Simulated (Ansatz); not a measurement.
# BrH3InNS: basis-set convergence

An exercise on one series of results from a longer session: the logs are not shown, and one member is left open.

Method: one geometry, several basis sets; program: Ansatz 0.2.0, Gaussian basis.

The runs, in order: PBE0-D4/def2-SVP; ωB97M-V/def2-SVP; PBE0-D4/def2-QZVPP; ωB97M-V/def2-QZVPP; the functionals' def2-TZVPP values are taken from earlier runs.

## The relaxed structure

An earlier PBE0-D4 in a triple-zeta def2 set relaxation fixed the geometry. In takes the def2 core potential; no spin-orbit term is included.

7 atoms, charge 0, spin multiplicity 1.

Atoms are counted from 1 here; the program's logs count them from 0.

Bond lengths: N1–In2 2.006 Å, N1–H5 1.010 Å, N1–H6 1.010 Å, In2–S3 2.366 Å, In2–Br4 2.468 Å, S3–H7 1.344 Å. Angles: In2–N1–H5 116.9°, In2–N1–H6 115.5°, H5–N1–H6 109.5°, N1–In2–S3 125.4°, N1–In2–Br4 116.9°, S3–In2–Br4 117.5°, In2–S3–H7 92.2°.

Set-up of the first run:

Contents of in.yaml:

```yaml
crystal:
  periodic: [false, false, false]
  atoms:
    - {symbol: N, position_ang: [-1.001274, 1.412668, 0.109903]}
    - {symbol: In, position_ang: [0.124469, -0.223671, -0.169787]}
    - {symbol: S, position_ang: [1.947002, -0.880521, 1.189280]}
    - {symbol: Br, position_ang: [-0.295891, -1.531484, -2.219937]}
    - {symbol: H, position_ang: [-1.116962, 1.731456, 1.061310]}
    - {symbol: H, position_ang: [-1.897844, 1.408001, -0.355818]}
    - {symbol: H, position_ang: [2.240490, -1.916440, 0.385060]}
basis:
  gaussian: {orbitals: def2-SVP}
hamiltonian: {xc: pbe0, dispersion: d4}
output: {orbitals: {seedname: orbitals}}
```

Started as:

```sh
ansatz run in.yaml --threads 4 --pin off --events-out ev --progress --plain --max-ram 10444MiB
```

Among the steps run: PBE0-D4 in def2-SVP; ωB97M-V in def2-SVP; PBE0-D4 in def2-QZVPP; ωB97M-V in def2-QZVPP.

One table of the session follows, with a row left open; its other results are not shown here.

It belongs to the step «Density functionals: the series». 

```
functional       basis  HOMO (eV)  LUMO (eV)
   PBE0-D4    def2-SVP          ?          ?
   PBE0-D4  def2-TZVPP      -7.62      -1.74
   PBE0-D4  def2-QZVPP      -7.65      -1.82
   ωB97M-V    def2-SVP      -9.61       0.41
   ωB97M-V  def2-TZVPP      -9.86       0.10
   ωB97M-V  def2-QZVPP      -9.91      -0.11
```

**Question.** Estimate the row for PBE0-D4, def2-SVP.

The run gave: HOMO (eV): -7.39; LUMO (eV): -1.53. In the column «HOMO (eV)» it is the highest.
